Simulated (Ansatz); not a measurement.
# PtRh2: one candidate structure, part 3 of 3

Aim: relax PtRh2 from this start, cadmium chloride type (R-3m, No. 166), and see where it ends.

Ansatz 0.2.0; DFT PBE, scalar-relativistic, plane waves, PAW. Earlier steps stand in the parts before.

**4. The relaxation**

input.yaml reads:

```yaml
crystal:
  lattice:
    - [1.3716764291, 0.7919377556, 6.7361005091]
    - [-1.3716764291, 0.7919377556, 6.7361005091]
    - [0.0, -1.5838755111, 6.7361005091]
  atoms:
    - { symbol: Rh, position: [0.7801534653, 0.7801534653, 0.7801534653] }
    - { symbol: Rh, position: [0.2198465347, 0.2198465347, 0.2198465347] }
    - { symbol: Pt, position: [0.0, 0.0, 0.0] }
basis:
  ecutwfc: 420
kpoints:
  mp_grid: { grid: [18, 18, 18] }
hamiltonian:
  xc: pbe
scf:
  occupations: { method: gaussian, width: 0.1 }
output:
  forces: true
  stress: true
  eigenvalues: true
relax:
  adjacent_minimum: "off"
  f_tol: 0.01
  max_steps: 80
  cell: { stress_tol: 0.05 }
```

On the command line:

```console
> ansatz run input.yaml --threads 1 --pin off --max-ram 2560MiB --backend cpu --events-out ev --progress --plain --runs-dir out
```

Output:

```text
Warning: RAYON_NUM_THREADS=1 ignored (pool sized by the plan → 1); use --threads N
basis.fft_grid_basis auto: the FFT boxes are laid along the combinations [[1, 0, -1], [0, 1, -1], [0, 0, 1]] of the cell's own vectors, 2.743, 2.743 and 6.920 Å long. The dense box has 20×20×48 points. Along the cell's own vectors, as sized, it would have 48×48×48, 5.76 times as many. Of the 12 symmetry operations that the crystal satisfies within crystal.symmetry.tolerance (time reversal apart; of a slab, those that keep its plane) the dense box along the cell's own vectors carries 12, and the one as laid loses 8 of those. basis.fft_grid_basis: typed keeps the cell's own vectors: state it where this run's energies or levels are differenced outside the engine with another run's, or held beside a run that keeps those vectors.
Engine: ansatz 0.2.0, x86_64-unknown-linux-gnu
Pseudopotentials: kind: paw
Pseudopotential: Rh, paw, valence charge 17, recommended cutoff 420 eV (normal), Rh.paw.azcp
Pseudopotential: Pt, paw, valence charge 18, recommended cutoff 420 eV (normal), Pt.paw.azcp
Functional definition: PBE
  parameter kappa = 0.804
  parameter beta = 0.06672455060314922
  exchange = pbe_x(kappa = kappa, mu = beta*pi^2/3)
  correlation = pbe_c(beta = beta)
Crystal: 3 atoms, lattice volume = 43.904 Å³
Basis set: ecut = 420 eV, 881 PW (Γ), FFT grids on a1−a3, a2−a3, a3, exchange–correlation on 40×40×96 points (8 copies of the dense FFT grid, shifted against one another)
Bands: 32, of which v1, the nominal top of the filled ones, is band 26 counted from 1 (25 counted from 0)
Symmetry: 12 space group operations
Space group: R-3m (ITA 166), of the structure as read, at distance tolerance 3.5e-5 Å
k-points: 580 of 5832
Non-local potential: Rh, projectors of the file, l = 0: 3, l = 1: 2, l = 2: 2, l = 3: 1
Non-local potential: Pt, projectors of the file, l = 0: 3, l = 1: 2, l = 2: 2, l = 3: 1
PAW form: soft (Blöchl's): semilocal exchange-correlation on the pseudo side does not see the compensation charge
PAW one-centre angular grid: Rh, 590 points (default); XC on 64 Gauss nodes
PAW one-centre angular grid: Pt, 590 points (default); XC on 64 Gauss nodes
Initial density: superposition of atomic densities (neutral atoms: chi_scale 0, normalization atom), corrected by the library's trained network
Initial wavefunctions: pseudopotential atomic-orbital guess
Functional: x = pbe(κ = 0.804, μ = 0.2195149727645171), c = pbe(β = 0.06672455060314922)
SCF iter   1: F=—  HF=-25328.705812 eV  |F-HF|=—  |Δ(HF+E_count)|=         —  Δρ=7.07e-3  dr2=5.94e-3  ethr=1.77e-3  ⟨swp⟩=5.3  Hψ=65120  notcnv=0  defer=39
preconditioner: auto → Kerker (q_TF=auto, 2.806 Å⁻¹)  [metal: Δε(μ)=0.001 eV  Ē_g=7.942 eV  σ=0.100 eV  W_gap=0.00  n_scr=18 (ndim 8)  ℏωp=29.7 eV  f_vac=0.000  D(μ)=5.12/eV (n_scr^D=62)]
SCF iter   2: F=—  HF=-25328.709448 eV  |F-HF|=—  |Δ(HF+E_count)|=   3.64e-3  Δρ=3.72e-3  dr2=1.74e-3  ethr=1.14e-5  ⟨swp⟩=2.0  Hψ=30346  notcnv=0  defer=42
SCF iter   3: F=—  HF=-25328.710025 eV  |F-HF|=—  |Δ(HF+E_count)|=   5.77e-4  Δρ=4.21e-4  dr2=4.74e-5  ethr=3.35e-6  ⟨swp⟩=2.3  Hψ=24834  notcnv=0  defer=42
SCF iter   4: F=—  HF=-25328.710027 eV  |F-HF|=—  |Δ(HF+E_count)|=   2.18e-6  Δρ=1.25e-4  dr2=6.48e-6  ethr=9.11e-8  ⟨swp⟩=2.4  Hψ=28600  notcnv=0  defer=42
SCF iter   5: F=—  HF=-25328.710028 eV  |F-HF|=—  |Δ(HF+E_count)|=   4.69e-7  Δρ=3.33e-5  dr2=6.89e-7  ethr=1.25e-8  ⟨swp⟩=2.4  Hψ=25498  notcnv=0  defer=42
SCF iter   6: F=-25328.710028 eV  HF=-25328.710028 eV  |F-HF|=2.58e-8  |Δ(HF+E_count)|=   8.16e-8  Δρ=9.55e-6  dr2=4.48e-8  ethr=1.92e-10  ⟨swp⟩=5.8  Hψ=65392  notcnv=0
SCF 1 converged in 6 iterations: F = -25328.710028 eV  dr2 = 4.48e-8
relax step   1: F+E_penalty+E_count = -25328.71002766 eV  Δ(F+E_penalty+E_count) = +0.000e0 eV  max|allowed force component| = 2.238e-1 eV/Å  Δτ_max = 0.0000 Å  P = +0.172 GPa  Ω = 43.904 Å³  (6 SCF iters, dr2 threshold 1.00e-7 eV, accepted)
Crystal: 3 atoms, lattice volume = 43.858 Å³
Initial density: handed on by an earlier stage of this run
Initial wavefunctions: those handed on with the density
iter 1 solved again at ethr=5.91e-6 eV; its pass at ethr=3.10e-3 eV (dr2=3.07e-3 eV) is discarded
SCF iter   1: F=—  HF=-25328.713259 eV  |F-HF|=—  |Δ(HF+E_count)|=         —  Δρ=3.98e-3  dr2=3.10e-3  ethr=5.91e-6  ⟨swp⟩=2.1  Hψ=74334  notcnv=0
preconditioner: auto → Kerker (q_TF=auto, 2.807 Å⁻¹)  [metal: Δε(μ)=0.003 eV  Ē_g=7.953 eV  σ=0.100 eV  W_gap=0.01  n_scr=18 (ndim 8)  ℏωp=29.7 eV  f_vac=0.000  D(μ)=5.14/eV (n_scr^D=62)]
SCF iter   2: F=—  HF=-25328.713051 eV  |F-HF|=—  |Δ(HF+E_count)|=   2.08e-4  Δρ=1.87e-3  dr2=7.05e-4  ethr=5.91e-6  ⟨swp⟩=1.0  Hψ=18560  notcnv=0
SCF iter   3: F=—  HF=-25328.712993 eV  |F-HF|=—  |Δ(HF+E_count)|=   5.87e-5  Δρ=2.38e-4  dr2=2.15e-5  ethr=1.36e-6  ⟨swp⟩=1.0  Hψ=18560  notcnv=0
SCF iter   4: F=—  HF=-25328.712989 eV  |F-HF|=—  |Δ(HF+E_count)|=   3.62e-6  Δρ=6.44e-5  dr2=1.94e-6  ethr=4.14e-8  ⟨swp⟩=2.3  Hψ=26814  notcnv=0
iter 5 did not close the SCF: its close was put off for the readings that it lacked (scf_convergence_deferred on its scf_iter line)
SCF iter   5: F=-25328.712989 eV  HF=-25328.712989 eV  |F-HF|=6.40e-8  |Δ(HF+E_count)|=   3.41e-7  Δρ=1.77e-5  dr2=1.26e-7  ethr=3.74e-9  ⟨swp⟩=2.5  Hψ=25994  notcnv=0
SCF iter   6: F=-25328.712989 eV  HF=-25328.712989 eV  |F-HF|=1.75e-8  |Δ(HF+E_count)|=   1.76e-8  Δρ=5.44e-6  dr2=2.23e-8  ethr=2.43e-10  ⟨swp⟩=2.0  Hψ=59647  notcnv=0
SCF 2 converged in 6 iterations: F = -25328.712989 eV  dr2 = 2.23e-8
relax step   2: F+E_penalty+E_count = -25328.71298873 eV  Δ(F+E_penalty+E_count) = -2.961e-3 eV  max|allowed force component| = 4.634e-2 eV/Å  Δτ_max = 0.0165 Å  P = +0.262 GPa  Ω = 43.858 Å³  energy of the carried Pulay correction = +2.685e-5 eV  (6 SCF iters, dr2 threshold 3.00e-7 eV, accepted)
Crystal: 3 atoms, lattice volume = 43.942 Å³
iter 1 solved again at ethr=6.36e-7 eV; its pass at ethr=3.10e-3 eV (dr2=3.31e-4 eV) is discarded
SCF iter   1: F=—  HF=-25328.713119 eV  |F-HF|=—  |Δ(HF+E_count)|=         —  Δρ=7.91e-4  dr2=3.46e-4  ethr=6.36e-7  ⟨swp⟩=1.8  Hψ=71669  notcnv=0
preconditioner: auto → Kerker (q_TF=auto, 2.806 Å⁻¹)  [metal: Δε(μ)=0.002 eV  Ē_g=7.936 eV  σ=0.100 eV  W_gap=0.01  n_scr=18 (ndim 8)  ℏωp=29.6 eV  f_vac=0.000  D(μ)=5.15/eV (n_scr^D=62)]
SCF iter   2: F=—  HF=-25328.713111 eV  |F-HF|=—  |Δ(HF+E_count)|=   8.26e-6  Δρ=3.88e-4  dr2=9.75e-5  ethr=6.36e-7  ⟨swp⟩=1.0  Hψ=18560  notcnv=0
SCF iter   3: F=—  HF=-25328.713097 eV  |F-HF|=—  |Δ(HF+E_count)|=   1.36e-5  Δρ=4.96e-5  dr2=2.75e-6  ethr=1.87e-7  ⟨swp⟩=1.0  Hψ=18560  notcnv=0
iter 4 did not close the SCF: its close was put off for the readings that it lacked (scf_convergence_deferred on its scf_iter line)
SCF iter   4: F=-25328.713097 eV  HF=-25328.713097 eV  |F-HF|=1.01e-7  |Δ(HF+E_count)|=   2.60e-7  Δρ=1.45e-5  dr2=1.37e-7  ethr=5.29e-9  ⟨swp⟩=1.0  Hψ=18560  notcnv=0
iter 5 did not close the SCF: its close was put off for the readings that it lacked (scf_convergence_deferred on its scf_iter line)
SCF iter   5: F=-25328.713097 eV  HF=-25328.713097 eV  |F-HF|=9.60e-9  |Δ(HF+E_count)|=   1.47e-8  Δρ=3.89e-6  dr2=1.25e-8  ethr=2.63e-10  ⟨swp⟩=1.1  Hψ=18690  notcnv=0
SCF iter   6: F=-25328.713097 eV  HF=-25328.713097 eV  |F-HF|=9.09e-11  |Δ(HF+E_count)|=   1.10e-9  Δρ=1.04e-6  dr2=3.28e-10  ethr=2.40e-11  ⟨swp⟩=1.9  Hψ=54479  notcnv=0
SCF 3 converged in 6 iterations: F = -25328.713097 eV  dr2 = 3.28e-10
relax step   3: F+E_penalty+E_count = -25328.71309704 eV  Δ(F+E_penalty+E_count) = -1.083e-4 eV  max|allowed force component| = 2.111e-3 eV/Å  Δτ_max = 0.0029 Å  P = -0.200 GPa  Ω = 43.942 Å³  energy of the carried Pulay correction = -2.263e-5 eV  (6 SCF iters, dr2 threshold 1.77e-7 eV, accepted)
Crystal: 3 atoms, lattice volume = 43.903 Å³
iter 1 solved again at ethr=5.06e-8 eV; its pass at ethr=3.10e-3 eV (dr2=2.63e-5 eV) is discarded
SCF iter   1: F=—  HF=-25328.713144 eV  |F-HF|=—  |Δ(HF+E_count)|=         —  Δρ=1.41e-4  dr2=2.74e-5  ethr=5.06e-8  ⟨swp⟩=3.0  Hψ=83018  notcnv=0
preconditioner: auto → Kerker (q_TF=auto, 2.806 Å⁻¹)  [metal: Δε(μ)=0.002 eV  Ē_g=7.943 eV  σ=0.100 eV  W_gap=0.01  n_scr=18 (ndim 8)  ℏωp=29.7 eV  f_vac=0.000  D(μ)=5.14/eV (n_scr^D=62)]
SCF iter   2: F=—  HF=-25328.713142 eV  |F-HF|=—  |Δ(HF+E_count)|=   1.69e-6  Δρ=7.33e-5  dr2=9.43e-6  ethr=5.06e-8  ⟨swp⟩=1.0  Hψ=18560  notcnv=0
SCF iter   3: F=—  HF=-25328.713141 eV  |F-HF|=—  |Δ(HF+E_count)|=   6.00e-7  Δρ=1.41e-5  dr2=5.29e-7  ethr=1.81e-8  ⟨swp⟩=1.0  Hψ=18560  notcnv=0
iter 4 did not close the SCF: its close was put off for the readings that it lacked (scf_convergence_deferred on its scf_iter line)
SCF iter   4: F=-25328.713141 eV  HF=-25328.713141 eV  |F-HF|=1.49e-8  |Δ(HF+E_count)|=   5.14e-8  Δρ=3.96e-6  dr2=1.82e-8  ethr=1.02e-9  ⟨swp⟩=1.0  Hψ=18560  notcnv=0
iter 5 did not close the SCF: its close was put off for the readings that it lacked (scf_convergence_deferred on its scf_iter line)
SCF iter   5: F=-25328.713141 eV  HF=-25328.713141 eV  |F-HF|=1.16e-10  |Δ(HF+E_count)|=   1.28e-9  Δρ=1.24e-6  dr2=3.85e-10  ethr=3.51e-11  ⟨swp⟩=2.3  Hψ=25330  notcnv=0
SCF iter   6: F=-25328.713141 eV  HF=-25328.713141 eV  |F-HF|=7.28e-12  |Δ(HF+E_count)|=  1.09e-11  Δρ=3.58e-7  dr2=3.74e-11  ethr=1.00e-12  ⟨swp⟩=1.0  Hψ=53718  notcnv=0
SCF 4 converged in 6 iterations: F = -25328.713141 eV  dr2 = 3.74e-11
relax step   4: F+E_penalty+E_count = -25328.71314137 eV  Δ(F+E_penalty+E_count) = -4.433e-5 eV  max|allowed force component| = 2.421e-3 eV/Å  Δτ_max = 0.0002 Å  P = +0.025 GPa  Ω = 43.903 Å³  energy of the carried Pulay correction = +3.491e-7 eV  (6 SCF iters, dr2 threshold 1.05e-7 eV, accepted)
Initial wavefunctions: pseudopotential atomic-orbital guess (no wavefunctions were taken with the density)
iter 1 solved again at ethr=2.29e-8 eV; its pass at ethr=3.10e-3 eV (dr2=1.19e-5 eV) is discarded
SCF iter   1: F=—  HF=-25328.713141 eV  |F-HF|=—  |Δ(HF+E_count)|=         —  Δρ=6.79e-6  dr2=1.26e-9  ethr=2.29e-8  ⟨swp⟩=3.3  Hψ=116448  notcnv=0
preconditioner: auto → Kerker (q_TF=auto, 2.806 Å⁻¹)  [metal: Δε(μ)=0.001 eV  Ē_g=7.943 eV  σ=0.100 eV  W_gap=0.01  n_scr=18 (ndim 8)  ℏωp=29.7 eV  f_vac=0.000  D(μ)=5.14/eV (n_scr^D=62)]
SCF iter   2: F=—  HF=-25328.713140 eV  |F-HF|=—  |Δ(HF+E_count)|=   4.99e-7  Δρ=3.28e-6  dr2=2.18e-10  ethr=2.42e-12  ⟨swp⟩=2.9  Hψ=42777  notcnv=0
iter 3 did not close the SCF: its close was put off for the readings that it lacked (scf_convergence_deferred on its scf_iter line)
SCF iter   3: F=-25328.713140 eV  HF=-25328.713140 eV  |F-HF|=6.29e-10  |Δ(HF+E_count)|=   8.16e-9  Δρ=9.03e-7  dr2=2.59e-11  ethr=1.00e-12  ⟨swp⟩=1.0  Hψ=18560  notcnv=0
iter 4 did not close the SCF: its close was put off for the readings that it lacked (scf_convergence_deferred on its scf_iter line)
SCF iter   4: F=-25328.713140 eV  HF=-25328.713140 eV  |F-HF|=1.09e-11  |Δ(HF+E_count)|=  6.22e-10  Δρ=1.27e-7  dr2=1.77e-12  ethr=1.00e-12  ⟨swp⟩=1.0  Hψ=18560  notcnv=0
iter 5 did not close the SCF: its close was put off for the readings that it lacked (scf_convergence_deferred on its scf_iter line)
SCF iter   5: F=-25328.713140 eV  HF=-25328.713140 eV  |F-HF|=7.28e-12  |Δ(HF+E_count)|=  3.64e-12  Δρ=3.18e-8  dr2=2.43e-13  ethr=1.00e-12  ⟨swp⟩=1.0  Hψ=18560  notcnv=0
iter 6 did not close the SCF: its close was put off for the readings that it lacked (scf_convergence_deferred on its scf_iter line)
SCF iter   6: F=-25328.713140 eV  HF=-25328.713140 eV  |F-HF|=0.00e0  |Δ(HF+E_count)|=  1.46e-11  Δρ=7.36e-9  dr2=1.76e-14  ethr=1.00e-12  ⟨swp⟩=1.0  Hψ=18560  notcnv=0
SCF iter   7: F=-25328.713140 eV  HF=-25328.713140 eV  |F-HF|=0.00e0  |Δ(HF+E_count)|=    0.00e0  Δρ=2.35e-9  dr2=3.60e-15  ethr=1.00e-12  ⟨swp⟩=2.1  Hψ=52049  notcnv=0
SCF 5 converged in 7 iterations: F = -25328.713140 eV  dr2 = 3.60e-15
relax step   5: F+E_penalty+E_count = -25328.71314039 eV  Δ(F+E_penalty+E_count) = +9.818e-7 eV  max|allowed force component| = 2.417e-3 eV/Å  Δτ_max = 0.0000 Å  P = +0.025 GPa  Ω = 43.903 Å³  stress off target by 2.79e-2 GPa  SCF on the basis re-selected at this cell (its energy is not comparable with the rows above)  (7 SCF iters)
basis re-selected at this cell: Δ(F+E_penalty+E_count) = +9.818e-7 eV, ΔP = -0.000 GPa vs the last step (what re-selecting the basis moved, of the pressure what is left beyond the Pulay correction that the steps carried, after the strain that the cell walked since its last selection, with what the two solves' SCF thresholds leave and, on support functions, any second-order correction that the steps lacked; it is no measure of the basis error at this ecutwfc). This SCF's stress stands 2.79e-2 GPa from its target on what of the cell is left free (relax.cell.stress_tol is 5.00e-2 GPa) and its largest allowed force component is 2.42e-3 eV/Å (relax.f_tol is 1.00e-2 eV/Å): within both
SCF converged after 7 iterations
Free energy (F): -25328.713140 eV
Harris-Foulkes:  -25328.713140 eV  (|F-HF|=0.00e0)
Internal energy: -25328.687440 eV  (E = F + TS)
E sigma→0 (E₀):  -25328.700290 eV
Entropy (-TS):   -0.025701 eV (-8.567 meV/atom)
Fermi energy:    21.938912 eV
--- Per-component energies (eV) ---
  E_band       = -337.937815
  E_kinetic    = 1782.704435
  E_local      = -4707.069186  (includes V_loc(G=0)·N_el)
  E_nonlocal   = 909.173893
  E_hartree    = 1683.733863
  E_xc         = -705.082742
  E_vxc        = -859.297840  (∫ρ·V_xc dr)
  E_paw        = -16627.892806  (= ΣΔE_a)
  E_vpaw       = -830.918804  (= ΣTr[D̂ρ^β])
  E_aug_tail   = 0.001960  (compensation charges beyond the density's cutoff)
  E_ewald      = -7664.256856
  E_smearing   = -0.025701  (= −TS)
  E_closure    = 0.000000  (closes the sum)
  Σ components = -25328.713140   (vs F -25328.713140, Δ=0.00e0)
--- Forces (eV/Å), atoms counted from 1 ---
  atom   1  Rh    -0.00000000    -0.00000000    -0.00241665
  atom   2  Rh     0.00000000     0.00000000     0.00241665
  atom   3  Pt    -0.00000000     0.00000000     0.00000000
  max |Σ_I F_I| component: 3.40e-18 eV/Å
--- Stress (GPa, compression-positive) ---
        0.022985       0.000000       0.000000
        0.000000       0.022985       0.000000
        0.000000       0.000000       0.027872
  P = ⅓ Tr σ = 0.0246 GPa (0.246 kbar)
--- Band table (eV; the first three rows and the last of 580) ---
  k-point 0: bands = ["-76.7225", "-56.7922", "-56.7370", "-30.9240", "-30.7496", "-30.7496", "-24.8507", "-24.4915", "-24.4124", "-24.4124", "-24.3590", "-24.3590", "12.8722", "15.3373", "16.2469", "18.2003", "18.2003", "18.5806", "19.1748", "19.1748", "19.2680", "19.2680", "19.5023", "19.6917", "20.1109", "20.1109", "21.6417", "21.6417", "21.7427", "21.7427", "33.0253", "33.5885"]
  k-point 1: bands = ["-76.7217", "-56.7901", "-56.7356", "-30.9224", "-30.7622", "-30.7527", "-24.8470", "-24.4964", "-24.4221", "-24.4165", "-24.3725", "-24.3617", "12.9878", "15.4358", "16.3347", "18.1379", "18.2817", "18.5297", "18.9140", "19.1728", "19.2475", "19.3278", "19.5177", "19.6535", "20.0633", "20.0638", "21.6379", "21.7599", "21.7994", "21.9924", "32.9857", "33.7072"]
  k-point 2: bands = ["-76.7194", "-56.7839", "-56.7317", "-30.9176", "-30.7982", "-30.7615", "-24.8364", "-24.5169", "-24.4440", "-24.4280", "-24.4110", "-24.3696", "13.3242", "15.7134", "16.5773", "17.9805", "18.2299", "18.4728", "18.5180", "19.1679", "19.2962", "19.4595", "19.4846", "19.6078", "19.9564", "19.9602", "21.6303", "21.7996", "22.1626", "22.5910", "32.9329", "33.9948"]
  k-point 579: bands = ["-76.7225", "-56.7923", "-56.7369", "-30.9242", "-30.7496", "-30.7496", "-24.8434", "-24.4987", "-24.4123", "-24.4123", "-24.3591", "-24.3591", "13.2123", "15.1474", "15.8044", "18.0090", "18.2665", "18.2665", "18.7696", "18.9035", "18.9035", "19.3469", "19.3469", "20.7071", "20.7071", "20.8045", "20.8045", "22.1117", "22.1117", "22.2022", "29.1789", "36.4184"]
--- Relaxed structure (4 steps of the walk, 4 accepted, 1 SCFs on fresh bases) ---
  F+E_penalty+E_count = -25328.71314039 eV   max|allowed force component| = 2.417e-3 eV/Å   (the final SCF, on the basis selected at the relaxed cell)
  cell:  # Å, volume = 43.9032 Å³
    - [1.37082527875929, 0.7914463437203076, 6.744376934072102]
    - [-1.37082527875929, 0.7914463437203076, 6.744376934072102]
    - [-4.939395754355168e-33, -1.5828926873905527, 6.744376934077977]
  atoms:
    - { symbol: Rh, position: [0.7794939157631867, 0.7794939157631867, 0.7794939157631867] }
    - { symbol: Rh, position: [0.22050608423681345, 0.22050608423681345, 0.22050608423681345] }
    - { symbol: Pt, position: [-8.94188765777645e-22, -8.941887657810617e-22, -8.941887668037042e-22] }
```

Run time: 2.8 min. Hardware: 1 thread of Intel Xeon at 2.70GHz, shared host; peak memory 0.86 GiB.

The steps of the relaxation:

| step | energy from step 1 (eV/cell) | largest force component (eV/Å) | pressure (GPa) | volume (Å³) |
| --- | --- | --- | --- | --- |
| 1 | 0.0000 | 0.2238 | 0.17 | 43.90 |
| 2 | -0.0030 | 0.0463 | 0.26 | 43.86 |
| 3 | -0.0031 | 0.0021 | -0.20 | 43.94 |
| 4 | -0.0031 | 0.0024 | 0.03 | 43.90 |
| 5 | -0.0031 | 0.0024 | 0.02 | 43.90 |

Step 1 is the start. Step 5 repeats the geometry before it on a plane-wave basis chosen anew for that cell, so its energy need not be comparable with the rows above.

Lengths and angles in the start's conventional setting:

|  | before | after | change |
| --- | --- | --- | --- |
| a (Å) | 2.743 | 2.742 | -0.1 % |
| b (Å) | 2.743 | 2.742 | -0.1 % |
| c (Å) | 20.208 | 20.233 | +0.1 % |
| volume (Å³/atom) | 14.63 | 14.63 | 0.0 % |
| shortest distance (Å) | 2.670 | 2.693 | +0.9 % |
| space group (0.01 Å) | R-3m | R-3m | same |

Forces and stress were held to the start's 12 operations: a distortion of lower symmetry was not tested.

**5. Changing settings: basis.precision f64, eigensolver.kind davidson, scf.algorithm density_mixing**

input.yaml reads:

```yaml
crystal:
  lattice:
    - [1.3708252788, 0.7914463437, 6.7443769341]
    - [-1.3708252788, 0.7914463437, 6.7443769341]
    - [0.0, -1.5828926874, 6.7443769341]
  atoms:
    - { symbol: Rh, position: [0.7794939158, 0.7794939158, 0.7794939158] }
    - { symbol: Rh, position: [0.2205060842, 0.2205060842, 0.2205060842] }
    - { symbol: Pt, position: [0.0, 0.0, 0.0] }
basis:
  ecutwfc: 420
  precision: f64
kpoints:
  mp_grid: { grid: [18, 18, 18] }
hamiltonian:
  xc: pbe
scf:
  occupations: { method: gaussian, width: 0.1 }
  eigensolver: { kind: davidson }
  algorithm: density_mixing
output:
  forces: true
  eigenvalues: true
  stress: true
```

On the command line:

```console
> ansatz run input.yaml --threads 1 --pin off --max-ram 2560MiB --backend cpu --events-out ev --progress --plain --runs-dir out
```

Output, shortened:

```text
Warning: RAYON_NUM_THREADS=1 ignored (pool sized by the plan → 1); use --threads N
[...]
Pseudopotentials: kind: paw
Pseudopotential: Rh, paw, valence charge 17, recommended cutoff 420 eV (normal), Rh.paw.azcp
Pseudopotential: Pt, paw, valence charge 18, recommended cutoff 420 eV (normal), Pt.paw.azcp
Functional definition: PBE
[...]
Crystal: 3 atoms, lattice volume = 43.903 Å³
[...]
Fermi energy:    21.938929 eV
[...]
--- Forces (eV/Å), atoms counted from 1 ---
  atom   1  Rh     0.00000000     0.00000000    -0.00239736
  atom   2  Rh    -0.00000000    -0.00000000     0.00239736
  atom   3  Pt    -0.00000000     0.00000000     0.00000000
[...]
--- Stress (GPa, compression-positive) ---
        0.022611       0.000000       0.000000
        0.000000       0.022611      -0.000000
        0.000000      -0.000000       0.027778
  P = ⅓ Tr σ = 0.0243 GPa (0.243 kbar)
--- Band table (eV; the first three rows and the last of 580) ---
[...]
```

It took 54 s on 1 thread of Intel Xeon at 2.70GHz, shared host; peak memory 0.7 GiB.

| run | ending | energy change | pressure (GPa) | gap (eV) | force (eV/Å) | cycles | time |
| --- | --- | --- | --- | --- | --- | --- | --- |
| step 4 | converged | 0 | 0.0 | 0.00 | 0.00 | - | 2.8 min |
| variant | converged | 0.0 meV/atom | 0.0 | 0.00 | 0.00 | 6 | 54 s |

With the changed arithmetic precision and solver the energy agrees within 0.5 meV/atom.

**6. Results**

The summary covers parts 1 to 3. Changes of volume or cell count from the first structure of part 1.

Formation energies count from the elements, computed with the same settings in runs not shown here.

```
                          quantity                                                                        value
               cell (conventional)  a = 2.742 Å, b = 2.742 Å, c = 20.233 Å, α = 90.00°, β = 90.00°, γ = 120.00°
                       space group                                                               R-3m (No. 166)
                            volume                                                                14.63 Å³/atom
                   gap on the mesh                                                                 none (metal)
formation energy from the elements                                                               +0.032 eV/atom
```

In words: The space group stayed R-3m, and from the first guess the volume went from 14.09 to 14.63 Å³/atom. The formation energy of +0.03 eV/atom is positive, so the elements lie lower than this structure; another structure of the compound can lie lower. Spin-orbit coupling is left out for Pt.
